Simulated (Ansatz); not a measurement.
BaMgVO3 in Ansatz: convergence with k mesh

BaMgVO3:

```
CELL_PARAMETERS angstrom
2.84941 -2.83472 0.00000
2.84941 2.83472 0.00000
-2.14750 0.00000 5.24492
ATOMIC_POSITIONS crystal
Ba 0.87790 0.87790 0.04801
V 0.58320 0.58320 0.42256
Mg 0.18936 0.18936 0.65507
O 0.34034 0.34034 0.03082
O 0.63894 0.12025 0.53844
O 0.12025 0.63894 0.53844
```

The cell comes from a database or a generator and needn't be the stable form of this composition.

- Program: Ansatz 0.2.0
- Task: convergence study
- Functional: PBE
- Potentials or basis: Ansatz PAW
- Cutoff: 420 eV (not typed: the program's choice for these potentials)
- k mesh: 2 × 2 × 2
- Occupations: fermi-dirac, width 0.1 eV
- Spin: collinear spin, ferromagnetic start
- Starting moments: [0.0, 2.0, 0.0, 0.0, 0.0, 0.0] μB
- Hubbard terms: V d U = 5 eV

These are the settings of the first run; the series varies k mesh, with any setting tied to it.

Hardware: 2 threads of Arm Neoverse V1 (shared host).

```csv
k mesh,"energy less the tightest run, at zero smearing (meV/atom)",pressure (GPa),largest force (eV/Å),absolute moment (μB),gap on the mesh (eV),SCF cycles,CPU time (s),peak memory (GiB)
2 × 2 × 2,24.91,2.62,0.274,3.08,1.909,26,19,0.47
3 × 3 × 2,2.62,2.48,0.202,3.10,1.913,24,30,0.47
3 × 3 × 3,1.57,2.48,0.200,3.10,1.914,20,19,0.4
4 × 4 × 3,0.31,2.50,0.197,3.10,1.886,25,68,0.66
5 × 5 × 4,0.02,2.49,0.196,3.10,1.895,24,130,0.97
6 × 6 × 5,0.01,2.49,0.196,3.10,1.885,25,220,1.5
8 × 8 × 6,0.00,2.50,0.196,3.10,1.885,25,470,2.8
10 × 10 × 7,0.00,2.50,0.196,3.10,1.885,25,830,4.7
11 × 11 × 8,0.00,2.50,0.196,3.10,1.887,23,670,2.3
```

Against the tightest run, the energy stays within 1 meV/atom from 4 × 4 × 3 on; the pressure stays within 0.1 GPa from 3 × 3 × 2 on; the largest force stays within 0.005 eV/Å from 3 × 3 × 3 on; the absolute moment stays within 0.02 μB from 2 × 2 × 2 on; the gap on the mesh stays within 0.01 eV from 4 × 4 × 3 on. Meshes of other sizes hit other points, so gaps and Fermi surfaces needn't settle smoothly. The tightest run that finished is the yardstick and may itself not be fully converged.

Caveat, for the tightest run too: the magnetic or orbital state may not be the lowest; odd divisions of the mesh miss points on the zone boundary, where band edges often lie, so the gap on the mesh can be too wide; the pressure holds a Pulay correction of +0.4 GPa for the finite cutoff; spin-orbit coupling is left out, which moves the levels of the heavy elements. The state reached can hang on the start; a lower one may exist.
